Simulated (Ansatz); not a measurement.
# CH10O2Si3: the cost of one run

Method: RKS BHLYP/6-31G, in Ansatz 0.2.0.

### 1 The starting structure

Bond lengths (14 of 15 bonds, heavy atoms first): Si1–O3 1.680 Å, O3–Si4 1.680 Å, Si1–C8 1.869 Å, Si1–O12 1.679 Å, O12–Si13 1.680 Å, Si1–H2 1.460 Å, Si4–H5 1.460 Å, Si4–H6 1.460 Å, Si4–H7 1.460 Å, C8–H9 1.110 Å, C8–H10 1.110 Å, C8–H11 1.110 Å, Si13–H14 1.460 Å, Si13–H15 1.460 Å. Angles (14 of 26 angles, heavy atoms first): O3–Si1–C8 109.5°, O3–Si1–O12 109.5°, C8–Si1–O12 109.5°, Si1–O3–Si4 125.0°, Si1–O12–Si13 125.0°, H2–Si1–O3 109.4°, H2–Si1–C8 109.5°, H2–Si1–O12 109.5°, O3–Si4–H5 109.5°, O3–Si4–H6 109.5°, O3–Si4–H7 109.5°, Si1–C8–H9 109.5°, Si1–C8–H10 109.5°, Si1–C8–H11 109.5°.

Coordinates:

```xyz
16

Si    0.0000    0.0000    0.0000
H     0.0000    0.0000    1.4600
O     1.5842    0.0000   -0.5594
Si    2.4906   -1.3762   -0.8866
H     1.6598   -2.3521   -1.5857
H     3.6318   -1.0202   -1.7249
H     2.9691   -1.9538    0.3660
C    -0.8808    1.5259   -0.6227
H    -1.9334    1.2723   -0.8671
H    -0.8624    2.3106    0.1622
H    -0.3704    1.9025   -1.5336
O    -0.7913   -1.3709   -0.5594
Si   -1.6730   -2.4329    0.3983
H    -1.2634   -2.2870    1.7920
H    -3.0964   -2.1323    0.2761
H    -1.4264   -3.8036   -0.0398
```

### 2 Relaxing the start

File input.yaml:

```yaml
crystal:
  periodic: [false, false, false]
  atoms:
    - { symbol: Si, position_ang: [0.0, 0.0, 0.0] }
    - { symbol: H, position_ang: [0.0, 0.0, 1.46] }
    - { symbol: O, position_ang: [1.5842, 0.0, -0.5594] }
    - { symbol: Si, position_ang: [2.4906, -1.3762, -0.8866] }
    - { symbol: H, position_ang: [1.6598, -2.3521, -1.5857] }
    - { symbol: H, position_ang: [3.6318, -1.0202, -1.7249] }
    - { symbol: H, position_ang: [2.9691, -1.9538, 0.366] }
    - { symbol: C, position_ang: [-0.8808, 1.5259, -0.6227] }
    - { symbol: H, position_ang: [-1.9334, 1.2723, -0.8671] }
    - { symbol: H, position_ang: [-0.8624, 2.3106, 0.1622] }
    - { symbol: H, position_ang: [-0.3704, 1.9025, -1.5336] }
    - { symbol: O, position_ang: [-0.7913, -1.3709, -0.5594] }
    - { symbol: Si, position_ang: [-1.673, -2.4329, 0.3983] }
    - { symbol: H, position_ang: [-1.2634, -2.287, 1.792] }
    - { symbol: H, position_ang: [-3.0964, -2.1323, 0.2761] }
    - { symbol: H, position_ang: [-1.4264, -3.8036, -0.0398] }
basis:
  gaussian: { orbitals: "6-31G" }
hamiltonian:
  xc: { name: BHLYP }
relax:
  f_tol: 0.02
  max_steps: 40
```

On the command line:

```sh
$ ansatz run input.yaml --threads 1 --pin off --max-ram 2048MiB --backend cpu --events-out ev --progress --plain --runs-dir out
```

**Question.** How long does this run take on 1 thread of Arm Neoverse V1, shared host, and how much memory does it need?

About 2 min, with a peak of 0.22 GiB.
